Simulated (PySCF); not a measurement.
# RbSb: from the state search to spectroscopic constants

Aim: find the lowest electronic state of RbSb, scan its bond at several levels of theory, and get bond length, wavenumber and dissociation energy from each curve.

Program: PySCF 2.14.0. Level of theory: Rb def2-SVP with ECP28, Sb def2-SVP with ECP28, scalar-relativistic core potentials. These are calculated values, not measurements.

## Step 1: Set-up

Settings of the job:

* atoms: Rb, Sb
* charge: 0
* basis: Rb def2-SVP with ECP28, Sb def2-SVP with ECP28
* Hamiltonian: scalar-relativistic core potentials
* basis functions: 50
* electrons treated: 32
* masses in u: 84.9118, 120.9038
* levels: PBE0, PBE, r²SCAN, TPSSh, PBEsol, M06-2X, CAM-B3LYP, HF, MP2, SCS-MP2, CCSD, CCSD(T)
* grid: 80 radial by 434 angular points
* occupations: held fixed by the projection of orbital angular momentum
* dissociation limit: Rb + Sb, each in its ground configuration
* starting distance in angstrom: 3.425
* values of 2S to try: 0, 2, 4

Command:

```bash
$ OMP_NUM_THREADS=1 python dia.py task.json out
```

After this run come: The PBE0 curve of the state that the search chose; Higher solutions at PBE0; PBE (GGA); r²SCAN; TPSSh; PBEsol (GGA); M06-2X; CAM-B3LYP (range-separated hybrid); UHF (mean field); Correlated methods on the Hartree–Fock reference.

Before running it: what results should come out? Wanted: for each run, Re; ωe; De; μ.

As calculated:

Lowest PBE0 solution found, without spin–orbit coupling: ³Σ⁻ (triplet), unpaired electrons π ↑↑. State 2 has its PBE0 minimum 0.32 eV higher, as a spin-mixed determinant (⟨S²⟩ = 1.01), so this is no gap between pure states. State 3 has its PBE0 minimum 0.48 eV higher. State 4 has its PBE0 minimum 0.77 eV higher, as a spin-mixed determinant (⟨S²⟩ = 1.01), so this is no gap between pure states. The other levels ran on the lowest alone.

```tsv
level	Re (Å)	ωe (cm⁻¹)	De (eV)	μ (D)
UHF	3.586	100.1	0.190	-11.23
UHF-MP2	3.533	100.4	0.59	n/a
UHF-CCSD	3.535	103.0	0.59	n/a
UHF-CCSD(T)	3.538	103.9	0.63	n/a
PBE	3.509	103.9	1.18	-8.26
PBEsol	3.467	108.0	1.25	-8.46
r²SCAN	3.516	106.1	1.12	-9.65
TPSSh	3.508	107.2	1.22	-9.57
PBE0	3.489	109.0	1.10	-9.47
M06-2X	3.474	115.4	0.99	-10.50
CAM-B3LYP	3.473	113.7	1.12	-9.97
```

De is counted to Rb + Sb in their ground configurations. A positive dipole means Rb(−)Sb(+). No constants: UHF-SCS-MP2 (fits of two degrees disagree).

**Reading.** Bond lengths run from 3.467 Å (PBEsol) to 3.586 Å (UHF). CCSD(T) can't serve as the judge here: for a weak bond in this basis it is far from its limit. Of the levels with a De here, UHF gives the least (0.190 eV) and PBEsol the most (1.25 eV).

Correlated steps freeze 4 core orbitals. Spin–orbit coupling is left out, which matters for elements this heavy, above all for dissociation energies. With spin–orbit coupling the term label itself may not hold.
